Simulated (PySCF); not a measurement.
# WOF4: singlet, from a square pyramidal (ligand arrangement 2) start

Where does singlet WOF4 go from a square pyramidal (ligand arrangement 2) start, is the end point a minimum, and what are its modes, charges and moments?

Method: PBE0, basis W def2-TZVP with ECP60, O def2-TZVP, F def2-TZVP, scalar-relativistic core potentials, no spin–orbit coupling, density fitting; program: PySCF 2.14.0.

## (1) The starting structure

6 atoms, charge 0, spin multiplicity 1.

Bond lengths: W1–O2 1.770 Å, W1–F3 2.010 Å, W1–F4 2.010 Å, W1–F5 2.010 Å, W1–F6 2.010 Å. Angles: O2–W1–F3 102.0°, O2–W1–F4 102.0°, O2–W1–F5 102.0°, O2–W1–F6 102.0°, F3–W1–F4 87.5°, F3–W1–F5 156.0°, F3–W1–F6 87.5°, F4–W1–F5 87.5°, F4–W1–F6 156.0°, F5–W1–F6 87.5°.

```xyz
6
charge 0 multiplicity 1
W     0.0000    0.0000    0.0000
O     0.0000    0.0000    1.7700
F     1.9661    0.0000   -0.4179
F     0.0000    1.9661   -0.4179
F    -1.9661    0.0000   -0.4179
F     0.0000   -1.9661   -0.4179
```

## (2) Finding the electronic state

The steps below are one call of a driver around PySCF. For each, scf.py gives the equivalent set-up of the SCF; relaxations use the driver's own optimiser. After this first run the driver tries any further starts and a stability analysis.

scf.py

```python
from pyscf import gto, scf, dft
mol = gto.M(atom='''
W      0.000000     0.000000     0.000000
O      0.000000     0.000000     1.770000
F      1.966100     0.000000    -0.417900
F      0.000000     1.966100    -0.417900
F     -1.966100     0.000000    -0.417900
F     -0.000000    -1.966100    -0.417900''',
    basis={'W': 'def2-TZVP', 'O': 'def2-TZVP', 'F': 'def2-TZVP'},
    ecp={'W': 'def2-TZVP'},
    charge=0, spin=0)
mf = dft.RKS(mol, xc='PBE0')
mf.grids.atom_grid = (50, 194)
aux = {'W': 'def2-universal-JKFIT', 'O': 'def2-universal-JKFIT', 'F': 'def2-universal-JKFIT'}
mf = mf.density_fit(auxbasis=aux)
mf.conv_tol = 1e-08
mf.diis_space = 10
mf.max_cycle = 60
mf.init_guess = 'minao'
mf.verbose = 4
mf.kernel()
```

The run is started by

```
$ OMP_NUM_THREADS=4 python axn.py task.json out
```

Log:

```text
init E= -520.661025728208
  HOMO = -0.597036989594325  LUMO = -0.248963319434694  gap/eV = 9.47157
cycle= 1 E= -540.661127769677  delta_E=  -20  |g|= 2.15  |ddm|= 8.22
  HOMO = -0.348099374315324  LUMO = -0.336243791098565  gap/eV = 0.32261
cycle= 2 E= -527.826224672202  delta_E= 12.8  |g|= 7.44  |ddm|=    6
  HOMO = -0.362516381054888  LUMO = -0.188487090740139  gap/eV = 4.73558
cycle= 3 E= -541.505687649151  delta_E= -13.7  |g|= 0.878  |ddm|= 5.12
  HOMO = -0.382298348460064  LUMO = -0.250507820815187  gap/eV = 3.58620
cycle= 4 E= -541.017068204385  delta_E= 0.489  |g|= 1.81  |ddm|= 1.12
  HOMO = -0.445981496113595  LUMO = -0.238062516493642  gap/eV = 5.65776
cycle= 5 E= -541.620899036762  delta_E= -0.604  |g|= 0.251  |ddm|= 0.74
  HOMO = -0.427321006306883  LUMO = -0.207868858217612  gap/eV = 5.97160
cycle= 6 E= -541.628634546266  delta_E= -0.00774  |g|= 0.167  |ddm|= 0.144
  HOMO = -0.43711753814159  LUMO = -0.210039724843025  gap/eV = 6.17910
cycle= 7 E= -541.633780334103  delta_E= -0.00515  |g|= 0.0251  |ddm|= 0.0639
  HOMO = -0.43785154312256  LUMO = -0.20871062969098  gap/eV = 6.23524
cycle= 8 E= -541.633902737427  delta_E= -0.000122  |g|= 0.00447  |ddm|= 0.014
  HOMO = -0.437789692847476  LUMO = -0.208837737867452  gap/eV = 6.23010
cycle= 9 E= -541.633906495495  delta_E= -3.76e-06  |g|= 0.000979  |ddm|= 0.00187
  HOMO = -0.437735737770787  LUMO = -0.208830882514288  gap/eV = 6.22882
cycle= 10 E= -541.633906688671  delta_E= -1.93e-07  |g|= 0.000212  |ddm|= 0.000482
  HOMO = -0.437734146027421  LUMO = -0.208841308177107  gap/eV = 6.22849
cycle= 11 E= -541.633906697245  delta_E= -8.57e-09  |g|= 3.82e-05  |ddm|= 0.000116
  HOMO = -0.437732729585958  LUMO = -0.208848649232422  gap/eV = 6.22825
Extra cycle  E= -541.633906694885  delta_E= 2.36e-09  |g|= 0.00012  |ddm|= 8.21e-05
converged SCF energy = -541.633906694885
```

This step, with its further starts and checks, took 65 s on 4 threads of Arm Neoverse V1, shared host.

Energies from each starting density:

| start | energy (Eh) |
| --- | --- |
| the minimal-basis guess | -541.633907 |
| a thermally smeared density | -541.633907 |
| a smeared PBE density | -541.633907 |

No lower closed-shell solution turned up from the other starts or in the test of internal stability.

## (3) Relaxing the singlet from the square pyramidal (ligand arrangement 2) start

The program finds C4v symmetry in the start, which this walk keeps. The walk stops when the largest gradient is under 0.0003 Eh/bohr and the energy has settled too.

Changes to scf.py since step 2:

```diff
@@ -3,6 +3,6 @@
-W      0.000000     0.000000     0.000000
-O      0.000000     0.000000     1.770000
-F      1.966100     0.000000    -0.417900
-F      0.000000     1.966100    -0.417900
-F     -1.966100     0.000000    -0.417900
-F     -0.000000    -1.966100    -0.417900''',
+W     -0.000000     0.000000     0.012491
+O     -0.000000    -0.000000     1.782491
+F      1.966100    -0.000000    -0.405409
+F      0.000000     1.966100    -0.405409
+F     -1.966100    -0.000000    -0.405409
+F      0.000000    -1.966100    -0.405409''',
@@ -19 +18,0 @@
-mf.init_guess = 'minao'
```

Steps of the walk:

| step | energy (Eh) | change (kJ/mol) | largest symmetric gradient (Eh/bohr) |
| --- | --- | --- | --- |
| 0 | -541.633907 | 0.00 | 0.11988 |
| 1 | -541.698451 | -169.46 | 0.05274 |
| 2 | -541.702520 | -180.14 | 0.04565 |
| 3 | -541.704765 | -186.04 | 0.00481 |
| 4 | -541.704852 | -186.27 | 0.00177 |
| 5 | -541.704862 | -186.29 | 0.00009 |
| 6 | -541.704862 | -186.29 | 0.00001 |

The walk took 82 s.

Positions (Å) and forces (eV/Å) along the way:

```
step 0
W    0.000   0.000   0.012   0.000   0.000   3.681
O    0.000   0.000   1.782   0.000   0.000  -6.165
F    1.966   0.000  -0.405  -4.047   0.000   0.621
F    0.000   1.966  -0.405   0.000  -4.047   0.621
F   -1.966   0.000  -0.405   4.047   0.000   0.621
F    0.000  -1.966  -0.405   0.000   4.047   0.621
step 1
W    0.000   0.000   0.044   0.000   0.000  -2.712
O    0.000   0.000   1.678   0.000   0.000   2.096
F    1.840   0.000  -0.387  -1.305   0.000   0.154
F    0.000   1.840  -0.387   0.000  -1.305   0.154
F   -1.840   0.000  -0.387   1.305   0.000   0.154
F    0.000  -1.840  -0.387   0.000   1.305   0.154
step 3
W    0.000   0.000   0.065   0.000   0.000   0.247
O    0.000   0.000   1.737   0.000   0.000  -0.159
F    1.789   0.000  -0.407  -0.104   0.000  -0.022
F    0.000   1.789  -0.407   0.000  -0.104  -0.022
F   -1.789   0.000  -0.407   0.104   0.000  -0.022
F    0.000  -1.789  -0.407   0.000   0.104  -0.022
step 6
W    0.000   0.000   0.074   0.000   0.000   0.000
O    0.000   0.000   1.745   0.000   0.000   0.000
F    1.783   0.000  -0.412   0.000   0.000   0.000
F    0.000   1.783  -0.412   0.000   0.000   0.000
F   -1.783   0.000  -0.412   0.000   0.000   0.000
F    0.000  -1.783  -0.412   0.000   0.000   0.000
```

After 6 steps and 186.3 kJ/mol it ends at C4v: W–F 1.848 Å (×4), W–O 1.671 Å; F–W–F 86.0° (×4), F–W–F 149.5° (×2), F–W–O 105.3° (×4).

## (4) Vibrations and properties at this point

On the finer grid the gradient is checked again; gradients at displacements of ±0.02 bohr then give force constants and infrared intensities.

Changes to scf.py since step 3:

```diff
@@ -3,6 +3,6 @@
-W     -0.000000     0.000000     0.012491
-O     -0.000000    -0.000000     1.782491
-F      1.966100    -0.000000    -0.405409
-F      0.000000     1.966100    -0.405409
-F     -1.966100    -0.000000    -0.405409
-F      0.000000    -1.966100    -0.405409''',
+W     -0.000000    -0.000000     0.034337
+O     -0.000000    -0.000000     1.705060
+F      1.783807     0.000000    -0.447654
+F      0.000000     1.783807    -0.447654
+F     -1.783807     0.000000    -0.447654
+F      0.000000    -1.783807    -0.447654''',
@@ -13 +13 @@
-mf.grids.atom_grid = (50, 194)
+mf.grids.atom_grid = (75, 302)
@@ -16 +16 @@
-mf.conv_tol = 1e-08
+mf.conv_tol = 1e-10
```

The driver hands on the density of the step before, so the log starts near convergence.

SCF at the final geometry:

```text
init E= -541.704784469385
  HOMO = -0.42967066010433  LUMO = -0.149011991210969  gap/eV = 7.63711
cycle= 1 E= -541.704784469367  delta_E= 1.76e-11  |g|= 9.49e-06  |ddm|= 6.93e-06
  HOMO = -0.429669383365424  LUMO = -0.149011319101504  gap/eV = 7.63709
Extra cycle  E= -541.704784469318  delta_E= 4.88e-11  |g|= 2.03e-05  |ddm|= 1.43e-05
converged SCF energy = -541.704784469318
```

The whole step took 4.4 min.

Geometry: C4v; W–F 1.848 Å (×4), W–O 1.671 Å; F–W–F 86.1° (×4), F–W–F 149.8° (×2), F–W–O 105.1° (×4).

Modes, for the most abundant isotopes:

| symmetry | ω (cm⁻¹) | IR (km/mol) | μ (u) |
| --- | --- | --- | --- |
| b1 | 102 | 0.0 | 19.00 |
| e | 239 | 43.6 | 20.80 |
| a1 | 246 | 13.0 | 23.45 |
| e | 301 | 14.7 | 17.84 |
| b2 | 337 | 0.0 | 19.00 |
| b1 | 651 | 0.0 | 19.00 |
| e | 707 | 476 | 22.27 |
| a1 | 741 | 47.8 | 19.59 |
| a1 | 1104 | 112 | 17.30 |

μ is the mass of the mode for normalised Cartesian displacements, not the reduced mass of the usual diatomic formula.

No imaginary mode, so this is a minimum.

Constants and moments:

```
Dipole moment                                                   : 0.44 D
Highest occupied level                                          : -11.69 eV
Lowest empty level                                              : -4.05 eV
Rotational constants                                            : 0.09219, 0.09219, 0.06971 cm⁻¹
Zero-point energy                                               : 33.9 kJ/mol
Principal polarisabilities                                      : 38.9, 38.9, 39.3 bohr³
Atomisation energy without zero-point energy                    : 2813 kJ/mol
Principal traceless quadrupole moments about the centre of mass : -1.70, -1.70, 3.40 D Å
Entropy at 298.15 K and 1 bar                                   : 341.2 J/(mol K)
Heat capacity Cp at 298.15 K                                    : 99.4 J/(mol K)
Enthalpy at 298.15 K above 0 K                                  : 20.20 kJ/mol
Rotational symmetry number                                      : 4
```

Charges (e) and bond orders:

| atom | Mulliken | Löwdin | polar tensor | Mayer order to W1 |
| --- | --- | --- | --- | --- |
| W1 | 1.73 | 1.00 | 3.31 | – |
| O2 | -0.39 | -0.21 | -0.64 | 2.14 |
| F3,4,5,6 | -0.33 | -0.20 | -0.67 | 1.01 |

Mulliken populations on W1 (outside its core potential): s 2.36, p 6.40, d 3.22, f 0.29.

## (5) Stability of the closed shell

At the lowest minimum the closed shell is tested against spin polarisation, on the (50, 194) grid. It is stable.

## (6) Results

| quantity | value |
| --- | --- |
| minimum | singlet, C4v |
| geometry | W–F 1.848 Å (×4), W–O 1.671 Å; F–W–F 86.1° (×4), F–W–F 149.8° (×2), F–W–O 105.1° (×4) |
| wavenumbers (cm⁻¹) | 102 (b1), 239 (e), 246 (a1), 301 (e), 337 (b2), 651 (b1), 707 (e), 741 (a1), 1104 (a1) |
| dipole moment | 0.44 D |
| highest occupied, lowest empty level | -11.69, -4.05 eV |
| polar-tensor charge of W1 | +3.31 e |
| zero-point energy | 33.9 kJ/mol |
| entropy at 298.15 K | 341.2 J/(mol K) |
| atomisation energy (no zero-point energy) | 2813 kJ/mol |

The square pyramidal (ligand arrangement 2) start keeps its C4v symmetry and ends in a minimum. In the infrared the band at 707 cm⁻¹ (e, stretch) leads. Only this shape and spin were tried, so other structures or states may lie lower. With an element this heavy the missing spin–orbit coupling can shift these numbers.

The search up to here took 7.2 min on 4 threads of Arm Neoverse V1, shared host.
